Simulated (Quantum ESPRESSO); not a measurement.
# GaF (Pm-3m) in Quantum ESPRESSO: further runs, part 3 of 3

Quantum ESPRESSO 7.5. The steps go on from the part before.

## (5) Phonons, LDA

Input file pw.in:

```
&CONTROL
  calculation = 'scf'
  prefix = 'pwscf'
  outdir = './tmp'
  pseudo_dir = './pseudo'
  tprnfor = .true.
  tstress = .true.
  disk_io = 'low'
/
&SYSTEM
  ibrav = 0
  nat = 2
  ntyp = 2
  ecutwfc = 84
  nbnd = 16
  occupations = 'smearing'
  smearing = 'fd'
  degauss = 0.00367493
/
&ELECTRONS
  conv_thr = 4d-10
  electron_maxstep = 120
  mixing_beta = 0.5
/
ATOMIC_SPECIES
Ga    69.7230 Ga.upf
F     18.9984 F.upf
CELL_PARAMETERS bohr
   5.9827217325    0.0000000000    0.0000000000
   0.0000000000    5.9827217325    0.0000000000
   0.0000000000    0.0000000000    5.9827217325
ATOMIC_POSITIONS bohr
Ga     0.0000000000    0.0000000000    0.0000000000
F      2.9913608662    2.9913608662    2.9913608662
K_POINTS automatic
6 6 6 1 1 1
```

Input file relax.in:

```
&CONTROL
  calculation = 'vc-relax'
  prefix = 'pwscf'
  outdir = './tmp'
  pseudo_dir = './pseudo'
  tprnfor = .true.
  tstress = .true.
  disk_io = 'low'
  nstep = 40
  forc_conv_thr = 0.0001
  etot_conv_thr = 1d-06
/
&SYSTEM
  ibrav = 0
  nat = 2
  ntyp = 2
  ecutwfc = 84
  nbnd = 16
  occupations = 'smearing'
  smearing = 'fd'
  degauss = 0.00367493
/
&ELECTRONS
  conv_thr = 4d-10
  electron_maxstep = 120
  mixing_beta = 0.5
/
&IONS
  ion_dynamics = 'bfgs'
/
&CELL
  cell_dynamics = 'bfgs'
  press = 0
  press_conv_thr = 0.2
/
ATOMIC_SPECIES
Ga    69.7230 Ga.upf
F     18.9984 F.upf
CELL_PARAMETERS bohr
   5.9827217325    0.0000000000    0.0000000000
   0.0000000000    5.9827217325    0.0000000000
   0.0000000000    0.0000000000    5.9827217325
ATOMIC_POSITIONS bohr
Ga     0.0000000000    0.0000000000    0.0000000000
F      2.9913608662    2.9913608662    2.9913608662
K_POINTS automatic
6 6 6 1 1 1
```

Input file scf2.in:

```
&CONTROL
  calculation = 'scf'
  prefix = 'pwscf'
  outdir = './tmp'
  pseudo_dir = './pseudo'
  tprnfor = .true.
  tstress = .true.
  disk_io = 'low'
/
&SYSTEM
  ibrav = 0
  nat = 2
  ntyp = 2
  ecutwfc = 84
  nbnd = 16
  occupations = 'fixed'
/
&ELECTRONS
  conv_thr = 1d-13
  electron_maxstep = 120
  mixing_beta = 0.5
  startingpot = 'file'
  startingwfc = 'file'
/
ATOMIC_SPECIES
Ga    69.7230 Ga.upf
F     18.9984 F.upf
CELL_PARAMETERS bohr
   5.7173660520    0.0000000000    0.0000000000
   0.0000000000    5.7173660520    0.0000000000
   0.0000000000    0.0000000000    5.7173660520
ATOMIC_POSITIONS bohr
Ga     0.0000000000    0.0000000000    0.0000000000
F      2.8586830260    2.8586830260    2.8586830260
K_POINTS automatic
6 6 6 1 1 1
```

Input file ph.in:

```
phonons of GaF
&INPUTPH
  prefix = 'pwscf'
  outdir = './tmp'
  tr2_ph = 1d-18
  fildyn = 'dyn'
  niter_ph = 90
  alpha_mix(1) = 0.7
/
0.0000000000 0.5000000000 0.0000000000
```

Potentials or basis: PseudoDojo 0.4.1 SR LDA standard.

Command:

```sh
> OMP_NUM_THREADS=1 pw.x -in pw.in > pw.out
> OMP_NUM_THREADS=1 pw.x -in relax.in > relax.out
> OMP_NUM_THREADS=1 pw.x -in scf2.in > scf2.out
> OMP_NUM_THREADS=1 ph.x -in ph.in > ph.out
```

pw.out:

```text
This program is part of the open-source Quantum ESPRESSO suite
     for quantum simulation of materials; please cite
[... 9 lines left out ...]
     --------------------
     sticks:   dense  smooth     PW     G-vecs:    dense   smooth      PW
     Sum         949     949    285                22143    22143    3575

     Using Slab Decomposition

     bravais-lattice index     =            0
     lattice parameter (alat)  =       5.9827  a.u.
     unit-cell volume          =     214.1393 (a.u.)^3
     number of atoms/cell      =            2
     number of atomic types    =            2
     number of electrons       =        20.00
     number of Kohn-Sham states=           16
     kinetic-energy cutoff     =      84.0000  Ry
     charge density cutoff     =     336.0000  Ry
     scf convergence threshold =      4.0E-10
     mixing beta               =       0.5000
     number of iterations used =            8  plain     mixing
[... 146 lines left out ...]

     End of self-consistent calculation

          k = 0.0833 0.0833 0.0833 (  2806 PWs)   bands (ev):

   -15.6524  -8.1968  -8.1968  -8.0461  -8.0453  -8.0453  -0.1115   2.5839
     2.5839   3.1270  13.0963  13.0963  13.5869  17.5859  17.5859  23.6809
[... 43 lines left out ...]
   -15.3227  -8.1414  -8.1414  -8.1319  -8.0155  -8.0155   1.8415   2.0765
     2.0765   5.1825   8.7077   8.7077   9.7687  17.8074  18.0946  18.0946

     the Fermi energy is     6.2200 ev

!    total energy              =    -201.89502975 Ry
     estimated scf accuracy    <          4.6E-11 Ry
     smearing contrib. (-TS)   =      -0.00000000 Ry
     internal energy E=F+TS    =    -201.89502975 Ry

     The total energy is F=E-TS. E is the sum of the following terms:
     one-electron contribution =     -76.73229761 Ry
     hartree contribution      =      54.36262200 Ry
     xc contribution           =     -51.74351316 Ry
     ewald contribution        =    -127.78184098 Ry

     convergence has been achieved in  11 iterations

     Forces acting on atoms (cartesian axes, Ry/au):

     atom    1 type  1   force =     0.00000000    0.00000000    0.00000000
     atom    2 type  2   force =     0.00000000    0.00000000    0.00000000

     Total force =     0.000000     Total SCF correction =     0.000000

     Computing stress (Cartesian axis) and pressure

          total   stress  (Ry/bohr**3)                   (kbar)     P=      -65.85
  -0.00044764   0.00000000   0.00000000          -65.85        0.00        0.00
   0.00000000  -0.00044764   0.00000000            0.00      -65.85        0.00
   0.00000000   0.00000000  -0.00044764            0.00        0.00      -65.85

=------------------------------------------------------------------------------=
   JOB DONE.
=------------------------------------------------------------------------------=
```

relax.out:

```text
This program is part of the open-source Quantum ESPRESSO suite
     for quantum simulation of materials; please cite
[... 9 lines left out ...]
     --------------------
     sticks:   dense  smooth     PW     G-vecs:    dense   smooth      PW
     Sum         949     949    285                22143    22143    3575
[... 307 lines left out ...]
  -0.00000029   0.00000000   0.00000000           -0.04        0.00        0.00
   0.00000000  -0.00000029   0.00000000            0.00       -0.04        0.00
   0.00000000   0.00000000  -0.00000029            0.00        0.00       -0.04

=------------------------------------------------------------------------------=
   JOB DONE.
=------------------------------------------------------------------------------=
```

Run time: 4.8 min. Hardware: 1 thread of AMD EPYC (Zen 3), shared host; peak memory 0.09 GiB.

What came out:

```yaml
Free_energy: -2747.0161 eV
Relaxed_volume: 13.85 Å³/atom
Relaxed_cell: a = 3.025 Å, b = 3.025 Å, c = 3.025 Å, α = 90.00°, β = 90.00°, γ = 90.00°
Space_group_after_relaxing_to_0.05_Å: Pm-3m (No. 221)
Pressure_after_relaxing: 0.0 GPa
Highest_phonon_frequency_at_the_q_point_run: 256 cm⁻¹
Most_unstable_mode: 78i cm⁻¹
```

Step by step:
```
step  energy change (eV)  largest force (eV/Å)  pressure (GPa)  volume (Å³)
   1              0.0000                0.0000           -6.58        31.73
   2             -0.0394                0.0000           -5.36        30.68
   3             -0.0801                0.0000           -3.01        29.14
   4             -0.0937                0.0000            0.78        27.38
   5             -0.0944                0.0000           -0.07        27.72
   6             -0.0944                0.0000            0.00        27.69
```

Final structure:
```cif
data_structure
_symmetry_space_group_name_H-M 'P 1'
_symmetry_Int_Tables_number 1
_cell_length_a 3.0255
_cell_length_b 3.0255
_cell_length_c 3.0255
_cell_angle_alpha 90.000
_cell_angle_beta 90.000
_cell_angle_gamma 90.000
_cell_volume 27.69
loop_
_atom_site_label
_atom_site_type_symbol
_atom_site_fract_x
_atom_site_fract_y
_atom_site_fract_z
_atom_site_occupancy
Ga1 Ga 0.00000 0.00000 0.00000 1
F1 F 0.50000 0.50000 0.50000 1
```

Levels at points of the mesh, in eV from the valence-band top:
```tsv
k point	band 7	band 8	band 9	band 10	band 11	band 12	band 13	band 14
(0.08, 0.08, 0.08)	-6.17	-3.65	-3.65	-2.90	8.03	8.03	8.84	12.63
```

Phonon frequencies in cm⁻¹ (negative: imaginary):
```
              q point            frequencies
(0.000, 0.500, 0.000)  -78 -78 94 94 166 256
```

Phonon modes at q = (0.000, 0.500, 0.000) in reciprocal lattice units:
```tsv
mode	symmetry	cm⁻¹
1	E_u	-78
2	E_u	-78
3	E_g	94
4	E_g	94
5	A_2u	166
6	A_1g	256
```

Caveat: some modes are imaginary.
